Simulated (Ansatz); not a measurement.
# Trans-NiH2(PH3)2 (NiP2H8): the relaxed shape and its frontier levels

What does trans-NiH2(PH3)2 (NiP2H8) look like as a singlet, and where do its frontier electrons sit?

The runs use Ansatz 0.2.0, Gaussian basis; RKS PBE0-D4/def2-TZVP.

The runs, in order: relaxation at PBE-D4/def2-SVP; a search for the lowest solution at PBE0-D4/def2-SVP; a single point at PBE0-D4/def2-TZVP; harmonic vibrations at PBE-D4/def2-SVP.

16 further runs of the same task are left out: 16 that didn't finish.

### 1 Where the work starts

11 atoms, charge 0, spin multiplicity 1.

Atoms are counted from 1 here; the program's logs count them from 0.

Bond lengths: Ni1–H2 1.490 Å, Ni1–P3 2.105 Å, Ni1–H7 1.496 Å, Ni1–P8 2.104 Å, P3–H4 1.384 Å, P3–H5 1.383 Å, P3–H6 1.385 Å, P8–H9 1.384 Å, P8–H10 1.383 Å, P8–H11 1.385 Å. Angles: H2–Ni1–P3 90.6°, H2–Ni1–H7 180.0°, H2–Ni1–P8 90.5°, P3–Ni1–H7 89.4°, P3–Ni1–P8 179.0°, H7–Ni1–P8 89.6°, Ni1–P3–H4 123.4°, Ni1–P3–H5 115.0°, Ni1–P3–H6 124.5°, H4–P3–H5 96.2°, H4–P3–H6 95.1°, H5–P3–H6 96.1°, Ni1–P8–H9 123.6°, Ni1–P8–H10 114.9°, Ni1–P8–H11 124.4°, H9–P8–H10 96.2°, H9–P8–H11 95.1°, H10–P8–H11 96.0°.

Formally the metal is d8. No spin-orbit coupling is included.

The start is a GFN2-xTB geometry.

### 2 Optimising with PBE-D4/def2-SVP

in.yaml reads:

```yaml
crystal:
  periodic: [false, false, false]
  atoms:
    - {symbol: Ni, position_ang: [0.024270, -0.000180, -0.002150]}
    - {symbol: H, position_ang: [1.514270, 0.001400, 0.021090]}
    - {symbol: P, position_ang: [0.000240, 2.103370, 0.058260]}
    - {symbol: H, position_ang: [-0.987970, 2.835110, 0.693240]}
    - {symbol: H, position_ang: [-0.121120, 2.722720, -1.172310]}
    - {symbol: H, position_ang: [1.047200, 2.887000, 0.513800]}
    - {symbol: H, position_ang: [-1.471270, -0.000630, -0.025120]}
    - {symbol: P, position_ang: [0.010250, -2.103120, -0.058860]}
    - {symbol: H, position_ang: [-0.969990, -2.846030, -0.693740]}
    - {symbol: H, position_ang: [-0.110290, -2.718570, 1.173750]}
    - {symbol: H, position_ang: [1.064390, -2.881060, -0.507960]}
basis:
  gaussian: {orbitals: def2-SVP}
hamiltonian: {xc: pbe, dispersion: d4}
scf: {omitted_lower_state_checks: [starts]}
output: {orbitals: {seedname: orbitals}}
relax: {f_tol: 0.02, max_steps: 100}
```

Launch:

```bash
ansatz run in.yaml --threads 2 --pin off --events-out ev --progress --plain --max-ram 4352MiB
```

Further steps of the session: Searching for the lowest solution, PBE0-D4/def2-SVP; Single point, PBE0-D4/def2-TZVP; Harmonic vibrations.

Before running them: what should the planned runs give, taken together? Wanted: point group; near neighbours of the metal; HOMO, LUMO at PBE0-D4/def2-TZVP; charge on the metal; dipole at PBE-D4/def2-SVP; lowest, highest wavenumber.

**Answer**, as computed:

| quantity | value |
| --- | --- |
| point group | C2v |
| near neighbours of the metal | H 1.51, P 2.09, H 1.53, P 2.09 Å |
| HOMO, LUMO at PBE0-D4/def2-TZVP | -6.38, -0.58 eV |
| charge on the metal (Mulliken, PBE-D4/def2-SVP) | -0.04 e |
| dipole at PBE-D4/def2-SVP | 0.61 D |
| lowest, highest wavenumber | 69, 2345 cm⁻¹ |

**Reading.** The molecule keeps its bonding pattern by the stored test; the atoms moved 0.39 Å (rms). The metal has 4 near neighbours by the distance rule, from 1.51 to 2.09 Å. The Mulliken charge of the metal, -0.04 e, depends on the basis and isn't its oxidation state. All wavenumbers are real: a minimum at this level. Whether this spin is the lowest isn't tested here.
